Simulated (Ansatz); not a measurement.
**CaHg: a line through a two-coordinate scan**

An exercise on one series of results from a longer session: the logs are not shown, and one member is left open.

Program: Ansatz 0.2.0. Level of theory: DFT LDA, scalar-relativistic, plane waves, PAW. These are calculated values, not measurements.

26 further runs of the same task are left out: 26 set aside as unsound or not needed.

### Starting point

Symmetry: Pm-3m, No. 221, cubic system. The conventional cell has a = 3.653 Å, b = 3.653 Å, c = 3.653 Å, α = 90.00°, β = 90.00°, γ = 90.00°. Ca (site symmetry m-3m) is surrounded by 8 Hg at 3.16 Å. Around Hg (site symmetry m-3m) lie 8 Ca at 3.16 Å.

As a file:

```
CELL_PARAMETERS angstrom
3.65309 0.00000 0.00000
0.00000 3.65309 0.00000
0.00000 0.00000 3.65309
ATOMIC_POSITIONS crystal
Ca 0.00000 0.00000 0.00000
Hg 0.50000 0.50000 0.50000
```

It goes back to an entry of the Materials Project, which need not be the stable form.

This cell was relaxed beforehand with the same method: volume 24.38 Å³/atom, gap on the mesh none (metal).

### Plan of the line

The energy is mapped over volume and the cell's shape.

First coordinate, volume per atom: 7 values from 21.45 to 27.30 Å³. Second coordinate, length along [111] over the lengths across it, relative to the cubic cell: 9 values from 0.786 to 2.062.

Nothing else is relaxed (symmetry fixes all fractional coordinates). Energies count from the relaxed crystal. Points are written as (first, second).

Set-up of the first run:

Contents of input.yaml:

```yaml
crystal:
  lattice:
    - [3.596727461, 0.6161787667, 0.6161787667]
    - [0.6161787667, 3.596727461, 0.6161787667]
    - [0.6161787667, 0.6161787667, 3.596727461]
  atoms:
    - { symbol: Ca, position: [0.0, 0.0, 0.0] }
    - { symbol: Hg, position: [0.5, 0.5, 0.5] }
basis:
  ecutwfc: 420
kpoints:
  mp_grid: { grid: [14, 14, 14] }
hamiltonian:
  xc: lda
  pseudopotentials: { kind: paw }
scf:
  occupations: { method: gaussian, width: 0.15 }
output:
  forces: true
  stress: true
  eigenvalues: true
  write_density: true
  write_potential: true
  elf: true
  volumetric_format: npy
```

Launch:

```
ansatz run input.yaml --threads 1 --pin off --max-ram 2048MiB --backend cpu --events-out ev --progress --plain --runs-dir out
```

Steps of the session up to this table: The run at (21.45 Å³, 1.620); Point (22.43 Å³, 1.620); Point (23.40 Å³, 1.620); Grid point (24.38 Å³, 1.620); Grid point (26.32 Å³, 1.620).

One of the session's tables, all rows but one given; the rest of the session is left out.

```
volume per atom (Å³)  energy (meV/atom)  slope (meV/atom per Å³)  pressure (GPa)
               21.45                485                     −114            18.3
               22.43                388                      −86            13.8
               23.40                  ?                        ?               ?
               24.38                264                      −44             7.1
               25.35                228                      −29             4.6
               26.32                206                      −16             2.6
               27.30                196                       −6             0.9
```

Q: Estimate the row for volume per atom (Å³) = 23.40 from the others.

Worked estimate for «energy (meV/atom)». A straight line through the neighbours (22.43, 388) and (24.38, 264) gives 388 + (264 − 388) × (23.40 − 22.43) / (24.38 − 22.43) = 326; a parabola fitted to 4 rows on both sides gives 316.

The run gave: energy (meV/atom): 316; slope (meV/atom per Å³): −63; pressure (GPa): 10.1. In «energy (meV/atom)» the line misses by +10 and the parabola by +0.

Energies count from the relaxed crystal. Rows without a step come from runs not printed here or follow by symmetry.

What this shows: The energy is lowest at the end of the line, 27.30 Å³, so the minimum along this coordinate may lie outside the range. The highest point computed, at 21.45 Å³, lies 289 meV/atom above the lowest.
